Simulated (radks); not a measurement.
**S⁷⁺ in [He] 2s2 2p4 3d1: an all-electron calculation**

What are the levels of the sulfur ion S7+, how large are its shells, and how does its energy divide?

The numbers are computed with radks (a radial shooting solver on a logarithmic mesh, Libxc functionals) version 1 (scalar-relativistic Kohn-Sham, LDA (Slater exchange, Perdew-Zunger correlation), spin-polarised, spherical densities, finite nucleus; open shells are filled with parallel spins first), except any that are marked as measured or tabulated.

**1. Starting point**

* element: sulfur (Z = 16)
* charge: +7
* electrons: 9
* configuration: [He] 2s2 2p4 3d1
* nuclear rms radius: 3.2611 fm

Outer shells as boxes (Hund's rule):

S⁷⁺
```
[He] core
2s [↑↓]
2p [↑↓][↑ ][↑ ]
3d [↑ ][  ][  ][  ][  ]
```

**2. The run**

Settings of this run:

```text
Z 16
configuration [He] 2s2 2p4 3d1
relativity scalar-relativistic
functional lda,pz
spin polarised
nucleus finite rms 3.2611 fm
c 137.035999084
```

What does the calculation give?

The runs gave:

```
                        quantity                   value
                    total energy      -369.02749 hartree
exchange-correlation share of it                  5.16 %
                            −T/E                  1.0039
          highest occupied level       3d up, -95.328 eV
    most extended occupied level  3d up, <r> = 1.19 bohr
 radius at density 0.001 e/bohr³               2.33 bohr
    maxima of the radial density                       2
```

**Reading.** 3 principal shells are occupied and 2 maxima appear in the radial density; where shells overlap, one shows as a shoulder or not at all. Relativity lifts −T/E to 1.004. This is not the tabulated ground configuration, so its levels and sizes aren't those of the ground state, and no measured value stands beside it.
